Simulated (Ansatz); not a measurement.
# CH₂Ga (doublet): the correlation ladder at a displaced geometry (v1), cc-pVDZ

The task here is to estimate one member of a computed series from the others.

Program: Ansatz 0.2.0, Gaussian basis. Level of theory: cc-pVDZ, core rule «outside noble gas», up to 15 orbitals frozen. These are calculated values, not measurements.

To be run: UHF; CCSD(T) on ROHF; CCSD(T) on UHF; BCCD(T) on ROHF; CISD; CCSDT(Q) on ROHF; CCSDT(Q) on UHF; CASSCF and MRCISD+Q, 9 electrons in 10 orbitals; CASSCF and NEVPT2, 9 electrons in 10 orbitals.

26 further runs of the same task are left out: 4 for a known fault of the program, 8 that didn't finish, 14 set aside as unsound or not needed.

## The system

The geometry is a PBE0/def2-TZVP stationary point (not a proven minimum) with its atoms shifted at random (size 0.040 Å). No spin-orbit coupling is included. The filled d shell of Ga may be among the frozen orbitals whatever the setting's name suggests; the logs give the count.

4 atoms, charge 0, spin multiplicity 2.

Atoms are counted from 1 here; the program's logs count them from 0.

Bond lengths: C1–Ga2 2.026 Å, C1–H3 1.029 Å, C1–H4 1.066 Å. Angles: Ga2–C1–H3 123.1°, Ga2–C1–H4 124.6°, H3–C1–H4 112.3°.

Set-up of the first run:

File in.yaml:

```yaml
crystal:
  periodic: [false, false, false]
  atoms:
    - {symbol: C, position_ang: [0.000796, 0.013156, 1.672686]}
    - {symbol: Ga, position_ang: [-0.000037, -0.002987, -0.353370]}
    - {symbol: H, position_ang: [0.047927, -0.843386, 2.241117]}
    - {symbol: H, position_ang: [-0.054850, 0.893219, 2.270920]}
basis:
  gaussian: {orbitals: cc-pVDZ}
magnetization: {spin_polarized: true, initial_magnetization: 1}
hamiltonian: {xc: hf}
output: {orbitals: {seedname: orbitals}}
```

The run is started by

```sh
ansatz run in.yaml --threads 1 --pin off --events-out ev --progress --plain --max-ram 2393MiB
```

Among the steps run: UHF; CCSD(T) on ROHF; CCSD(T) on UHF; BCCD(T) on ROHF; CISD; CCSDT(Q) on ROHF; CCSDT(Q) on UHF; CASSCF and MRCISD+Q, 9 electrons in 10 orbitals; CASSCF and NEVPT2, 9 electrons in 10 orbitals.

One of the session's tables, all rows but one given; the rest of the session is left out.

| method | from UCCSDT(Q) (kcal/mol) |
| --- | --- |
| ROHF | +125.47 |
| UHF | +123.30 |
| RMP2 | +23.26 |
| UMP2 | +23.38 |
| RCCSD | +3.63 |
| UCCSD | +3.58 |
| RCCSD(T) | +0.70 |
| UCCSD(T) | ? |
| BCCD(T) | +0.68 |
| RCCSDT | +0.20 |
| UCCSDT | +0.19 |
| RCCSDT(Q) | +0.02 |
| UCCSDT(Q) | 0 |
| CASSCF valence | +70.38 |
| NEVPT2 valence | +17.46 |
| MRCISD valence | +3.62 |
| MRCISD+Q valence | +0.24 |

**Question.** Estimate the row for UCCSD(T).

As computed: from UCCSDT(Q) (kcal/mol): +0.69. In the column «from UCCSDT(Q) (kcal/mol)» it lies between BCCD(T) (+0.68) and RCCSD(T) (+0.70).

Among the levels timed on like hardware and quicker than the yardstick, those that no quicker one beats, quickest first: BCCD(T) (8.5 s, +0.68 kcal/mol); MRCISD+Q valence (28 s, +0.24 kcal/mol); RCCSDT(Q) (44 s, +0.02 kcal/mol).

Not comparable, so not listed: CISD (they don't share determinant, frozen orbitals or solution with the rows shown, or repeat one).

Limits of these values: Of the multireference levels listed MRCISD+Q valence comes nearest in total energy (+0.24 kcal/mol), which doesn't show that its space is the better one. Restricted and unrestricted rows rest on different reference determinants; where their highest levels disagree by more than a few hundredths of an eV, they describe different states and don't form one ladder.
